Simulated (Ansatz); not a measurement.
**SiH₃Br (built from SMILES Br.[SiH2]): single points off equilibrium**

A test off equilibrium: a displaced guess of a reacting structure is computed at several levels, and each is set against CCSD(T).

Computed with Ansatz 0.2.0, Gaussian basis. Level: single points in def2-TZVPP.

Cores are frozen in the correlated methods. Filled d shells of the heavier atoms are correlated.

**1. Starting geometry**

5 atoms, charge 0, spin multiplicity 1.

Atoms are counted from 1 here; the program's logs count them from 0.

Bond lengths: Si1–H2 1.650 Å, Si1–H4 1.462 Å, Si1–H5 1.409 Å. Angles: H2–Si1–H4 124.3°, H2–Si1–H5 121.9°, H4–Si1–H5 113.4°.

Coordinates:

```mol
BrH3Si
  3D, bonds by distance, orders not assigned

  5  3  0  0  0  0  0  0  0  0999 V2000
   -0.4571   -0.2255   -0.2833 Si  0  0
    1.1843   -0.2090   -0.4527 H   0  0
    1.7381    0.8648    1.0960 Br  0  0
   -1.1952   -1.2280    0.4826 H   0  0
   -1.2653    0.8318   -0.7470 H   0  0
  1  2  8  0
  1  4  8  0
  1  5  8  0
M  END
```

**2. CCSD(T)/def2-TZVPP**

run/in.yaml reads:

```yaml
crystal:
  periodic: [false, false, false]
  atoms:
    - {symbol: Si, position_ang: [-0.457100, -0.225500, -0.283300]}
    - {symbol: H, position_ang: [1.184300, -0.209000, -0.452700]}
    - {symbol: Br, position_ang: [1.738100, 0.864800, 1.096000]}
    - {symbol: H, position_ang: [-1.195200, -1.228000, 0.482600]}
    - {symbol: H, position_ang: [-1.265300, 0.831800, -0.747000]}
basis:
  gaussian: {orbitals: def2-TZVPP}
correlation: {method: ccsd_t}
output: {forces: true}
```

The command line of these runs was not kept.

**3. PBE0-D4/def2-TZVPP**

run/in.yaml, as its differences from that of step 2:

```diff
@@ -10,3 +10,3 @@
   gaussian: {orbitals: def2-TZVPP}
-correlation: {method: ccsd_t}
-output: {forces: true}
+hamiltonian: {xc: pbe0, dispersion: d4}
+output: {forces: true, orbitals: {seedname: orbitals}}
```

**4. wB97M-V/def2-TZVPP**

run/in.yaml, as its differences from that of step 3:

```diff
@@ -10,3 +10,3 @@
   gaussian: {orbitals: def2-TZVPP}
-hamiltonian: {xc: pbe0, dispersion: d4}
-output: {forces: true, orbitals: {seedname: orbitals}}
+hamiltonian: {xc: {name: wB97M-V}}
+output: {forces: true}
```

**5. r2SCAN-D4/def2-TZVPP**

run/in.yaml, as its differences from that of step 4:

```diff
@@ -10,3 +10,3 @@
   gaussian: {orbitals: def2-TZVPP}
-hamiltonian: {xc: {name: wB97M-V}}
+hamiltonian: {xc: r2scan, dispersion: d4}
 output: {forces: true}
```

**6. PBE-D4/def2-TZVPP**

run/in.yaml, as its differences from that of step 5:

```diff
@@ -10,3 +10,3 @@
   gaussian: {orbitals: def2-TZVPP}
-hamiltonian: {xc: r2scan, dispersion: d4}
+hamiltonian: {xc: pbe, dispersion: d4}
 output: {forces: true}
```

**7. r2SCAN0-D4/def2-TZVPP**

run/in.yaml, as its differences from that of step 6:

```diff
@@ -10,3 +10,3 @@
   gaussian: {orbitals: def2-TZVPP}
-hamiltonian: {xc: pbe, dispersion: d4}
+hamiltonian: {xc: {name: r2SCAN0}, dispersion: d4}
 output: {forces: true}
```

**8. r2SCANh-D4/def2-TZVPP**

run/in.yaml, as its differences from that of step 7:

```diff
@@ -10,3 +10,3 @@
   gaussian: {orbitals: def2-TZVPP}
-hamiltonian: {xc: {name: r2SCAN0}, dispersion: d4}
+hamiltonian: {xc: {name: r2SCANh}, dispersion: d4}
 output: {forces: true}
```

(Steps that only read results are left out.)

Q: Predict the outcome of this session. Wanted: energy less free atoms, CCSD(T)/def2-TZVPP; RMS force component; RMS force error; HOMO and LUMO, PBE0-D4; T1 diagnostic.

The runs gave:

```
                                  quantity                                                                                                 value
energy less free atoms, CCSD(T)/def2-TZVPP                                                                                            -10.772 eV
                       RMS force component                                                                  1.217 to 1.290 eV/Å over the methods
                           RMS force error  PBE0-D4 0.067, wB97M-V 0.056, r2SCAN-D4 0.075, PBE-D4 0.175, r2SCAN0-D4 0.028, r2SCANh-D4 0.044 eV/Å
                    HOMO and LUMO, PBE0-D4                                                                                    -6.89 and -2.95 eV
                             T1 diagnostic                                                                                                 0.018
```

What this shows: Against CCSD(T) the functionals' energies less atoms differ by -0.491 to -0.203 eV, PBE-D4 by -0.487 eV. The reference is not at the basis limit: in triple zeta CCSD(T) underbinds, which counts against methods that bind more; the gaps are no ranking. For forces r2SCAN0-D4 does best and PBE-D4 worst. Frozen-core CCSD(T) forces in triple zeta carry basis errors of their own, and this is one geometry, so small gaps rank nothing. The restricted Hartree–Fock reference is unstable towards an unrestricted one at one or more of these structures.
